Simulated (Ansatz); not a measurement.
# C3H12GaN (SMILES C[Ga-](C)(C)[NH3+]) at MP2/6-31G(d) (spherical functions)

What is the electronic atomisation energy of C3H12GaN at MP2/6-31G* (spherical functions)? 

The results are computed with Ansatz 0.2.0.

39 further runs of the same task are left out: 2 that didn't finish, 37 set aside as unsound or not needed.

**1. The structure to begin with**

The species is C3H12GaN (17 atoms), meant as a singlet with charge 0. As SMILES, `C[Ga-](C)(C)[NH3+]`. The coordinates come from a PBE0-D4/def2-TZVP relaxation.

Bond lengths: C1–Ga2 1.995 Å, Ga2–C3 1.995 Å, Ga2–C4 1.995 Å, Ga2–N5 2.185 Å, C1–H6 1.094 Å, C1–H7 1.094 Å, C1–H8 1.094 Å, C3–H9 1.094 Å, C3–H10 1.094 Å, C3–H11 1.094 Å, C4–H12 1.094 Å, C4–H13 1.094 Å, C4–H14 1.094 Å, N5–H15 1.013 Å, N5–H16 1.013 Å, N5–H17 1.013 Å. Some angles: C1–Ga2–C3 117.9°, C1–Ga2–C4 117.9°, C1–Ga2–N5 98.5°, C3–Ga2–C4 117.9°, C3–Ga2–N5 98.5°, C4–Ga2–N5 98.5°, Ga2–C1–H6 110.3°, Ga2–C1–H7 112.2°, Ga2–C1–H8 112.2°, Ga2–C3–H9 112.2°.

**2. A single-point energy at MP2/6-31G(d) (spherical functions)**

File molecule.yaml:

```yaml
crystal:
  periodic: [false, false, false]
  atoms:
    - {symbol: C, position_ang: [-0.724690, 0.767350, -1.780960]}
    - {symbol: Ga, position_ang: [0.155500, -0.156590, -0.247090]}
    - {symbol: C, position_ang: [2.027140, 0.365110, 0.206730]}
    - {symbol: C, position_ang: [-0.422310, -2.018890, 0.176160]}
    - {symbol: "N", position_ang: [-0.870130, 0.876400, 1.382070]}
    - {symbol: H, position_ang: [-0.337770, 0.382760, -2.729300]}
    - {symbol: H, position_ang: [-0.538820, 1.845740, -1.776900]}
    - {symbol: H, position_ang: [-1.807520, 0.609810, -1.793330]}
    - {symbol: H, position_ang: [2.328700, 0.007070, 1.195860]}
    - {symbol: H, position_ang: [2.727720, -0.067300, -0.513810]}
    - {symbol: H, position_ang: [2.173270, 1.449260, 0.179340]}
    - {symbol: H, position_ang: [-0.082930, -2.343380, 1.164610]}
    - {symbol: H, position_ang: [-0.002060, -2.721570, -0.549520]}
    - {symbol: H, position_ang: [-1.509750, -2.134500, 0.136040]}
    - {symbol: H, position_ang: [-0.554260, 0.531670, 2.281190]}
    - {symbol: H, position_ang: [-1.871800, 0.734050, 1.323650]}
    - {symbol: H, position_ang: [-0.690280, 1.873060, 1.345280]}
basis:
  gaussian: {orbitals: 6-31G_st_-spherical.json}
correlation: {method: mp2, frozen_orbitals: {C: 1, Ga: 9, H: 0, "N": 1}}
accuracy: high
```

The basis set 6-31G* is read from a file made from the Basis Set Exchange's data (not shown).

Launch:

```sh
$ ansatz run molecule.yaml --threads 1 --pin off --max-ram 3480MiB --events-out events.jsonl --progress --plain --runs-dir runs
```

Output:

```text
Warning: RAYON_NUM_THREADS=1 ignored (pool sized by the plan → 1); use --threads N
Functional definition: HF
  name "HF"
  exchange = exact_x
  correlation = 0
2790 factors; integrals over basis functions are off by at most 7.7e-9 eV
mean field evaluation 1: about -57085.4770 eV, gradient 4.0e1 eV
mean field evaluation 2: about -57085.5870 eV, gradient 4.0e1 eV
mean field evaluation 4: about -57089.7767 eV, gradient 3.2e0 eV
mean field evaluation 8: about -57089.8146 eV, gradient 1.0e-4 eV
mean field -57089.81461527 eV, -2098.0119902449 hartree, gradient 3.5e-8 eV, S^2 0.000000; 0 other end points of the search recorded, 0 dependent functions left out
13 core orbitals not correlated: weight in the atoms' cores, before any rotation towards them, 1.000 or more for the frozen orbitals, at most 0.000 for the correlated occupied ones
reference -57089.81461527 eV, -2098.0119902449 hartree; 21, 21 occupied and 78, 78 virtual orbitals, 2790 factors
second order -22.15125143 eV of doubles, -0.00000000 eV of singles
Total energy: -57111.96586670 eV, -2098.8260337203 hartree
```

Run time: 11 s. Hardware: 1 thread of Arm Neoverse V1, shared host; peak memory 0.45 GiB.

**3. The C atom at the same level**

File job.yaml:

```yaml
crystal:
  periodic: [false, false, false]
  atoms:
    - {symbol: C, position_ang: [0.000000, 0.000000, 0.000000]}
basis:
  gaussian:
    orbitals: 6-31G_st_-spherical.json
magnetization:
  spin_polarized: true
  initial_magnetization: 2
correlation:
  method: mp2
  frozen_orbitals: {C: 1}
accuracy: high
```

The basis set 6-31G* is read from a file made from the Basis Set Exchange's data (not shown).

Run the same way, it converges to -37.73144 Eh (log not shown).

**4. The Ga atom at the same level**

File run.yaml:

```yaml
crystal:
  periodic: [false, false, false]
  atoms:
    - {symbol: Ga, position_ang: [0.000000, 0.000000, 0.000000]}
basis:
  gaussian:
    orbitals: 6-31G_st_-spherical.json
magnetization:
  spin_polarized: true
  initial_magnetization: 1
correlation:
  method: mp2
  frozen_orbitals: {Ga: 9}
accuracy: high
```

The basis set 6-31G* is read from a file made from the Basis Set Exchange's data (not shown).

Run the same way, it converges to -1923.15251 Eh (log not shown).

**5. The H atom: the energy at UHF/6-31G(d) (spherical functions)**

File run.yaml:

```yaml
crystal:
  periodic: [false, false, false]
  atoms:
    - {symbol: H, position_ang: [0.000000, 0.000000, 0.000000]}
basis:
  gaussian:
    orbitals: "6-31G*"
magnetization:
  spin_polarized: true
  initial_magnetization: 1
hamiltonian:
  xc: hf
accuracy: high
```

Run the same way, it converges to -0.49823 Eh (log not shown).

**6. The N atom at the same level**

File in.yaml:

```yaml
crystal:
  periodic: [false, false, false]
  atoms:
    - {symbol: "N", position_ang: [0.000000, 0.000000, 0.000000]}
basis:
  gaussian: {orbitals: 6-31G_st_-spherical.json}
magnetization: {spin_polarized: true, initial_magnetization: 3}
correlation: {method: mp2, frozen_orbitals: {"N": 1}}
accuracy: high
```

The basis set 6-31G* is read from a file made from the Basis Set Exchange's data (not shown).

Run the same way, it converges to -54.45534 Eh (log not shown).

**7. What came out**

At MP2/6-31G* (spherical functions), 13 core orbitals frozen:

```
                                              quantity           value
                                molecule: total energy  -2098.82603 Eh
molecule: correlation energy (13 core orbitals frozen)      -814.0 mEh
                                  C atom: total energy    -37.73144 Eh
    C atom: correlation energy (1 core orbital frozen)       -50.9 mEh
             C atom: ⟨S²⟩ of the reference determinant           2.005
                                 Ga atom: total energy  -1923.15251 Eh
  Ga atom: correlation energy (9 core orbitals frozen)      -209.0 mEh
            Ga atom: ⟨S²⟩ of the reference determinant           0.758
                                  H atom: total energy     -0.49823 Eh
                                          H atom: ⟨S²⟩           0.750
                                  N atom: total energy    -54.45534 Eh
    N atom: correlation energy (1 core orbital frozen)       -70.3 mEh
             N atom: ⟨S²⟩ of the reference determinant           3.755
                         electronic atomisation energy       55.649 eV
```

What this shows: Taking the molecule apart into free atoms costs 55.65 eV (1283 kcal/mol), before zero-point energy and without spin-orbit coupling.
